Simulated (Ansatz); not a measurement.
# CH5AlBN: the cost of one run

All numbers below are computed with Ansatz 0.2.0 (RKS PBE0-D4/def2-SVP).

## Step 1: The structure to begin with

Bond lengths: B1–Al2 2.009 Å, Al2–C3 1.884 Å, Al2–N4 1.931 Å, C3–N4 1.425 Å, B1–H5 1.199 Å, B1–H6 1.249 Å, C3–H7 1.084 Å, C3–H8 1.184 Å, N4–H9 1.041 Å. Angles (14 of 15 angles, heavy atoms first): B1–Al2–C3 158.6°, B1–Al2–N4 157.4°, C3–Al2–N4 43.8°, Al2–C3–N4 69.9°, Al2–N4–C3 66.3°, Al2–B1–H5 123.8°, Al2–B1–H6 120.9°, Al2–C3–H7 120.2°, Al2–C3–H8 116.8°, N4–C3–H7 116.2°, N4–C3–H8 109.2°, Al2–N4–H9 108.4°, C3–N4–H9 117.3°, H5–B1–H6 115.3°.

Structure file:

```xyz
9

B    -0.8604    1.6676   -1.2946
Al   -0.2443    0.1562   -0.1232
C     0.6975   -1.3919    0.3927
N    -0.0366   -0.8729    1.4980
H    -0.5172    1.8113   -2.4339
H    -1.6805    2.5108   -0.8747
H     0.3888   -2.3650    0.0274
H     1.8563   -1.2670    0.6021
H     0.4850   -0.2955    2.1892
```

## Step 2: End point A

input.yaml reads:

```yaml
crystal:
  periodic: [false, false, false]
  atoms:
    - { symbol: B, position_ang: [-0.8604, 1.6676, -1.2946] }
    - { symbol: Al, position_ang: [-0.2443, 0.1562, -0.1232] }
    - { symbol: C, position_ang: [0.6975, -1.3919, 0.3927] }
    - { symbol: "N", position_ang: [-0.0366, -0.8729, 1.498] }
    - { symbol: H, position_ang: [-0.5172, 1.8113, -2.4339] }
    - { symbol: H, position_ang: [-1.6805, 2.5108, -0.8747] }
    - { symbol: H, position_ang: [0.3888, -2.365, 0.0274] }
    - { symbol: H, position_ang: [1.8563, -1.267, 0.6021] }
    - { symbol: H, position_ang: [0.485, -0.2955, 2.1892] }
basis:
  gaussian: { orbitals: def2-SVP }
hamiltonian:
  xc: pbe0
  dispersion: d4
relax:
  f_tol: 0.015
  max_steps: 40
output:
  orbitals: {}
```

Command:

```bash
> ansatz run input.yaml --threads 1 --pin off --max-ram 2048MiB --backend cpu --events-out ev --progress --plain --runs-dir out
```

Q: Estimate wall time and peak memory on 1 thread of an Arm CPU, shared host.

About 64 s, with a peak of 0.15 GiB.
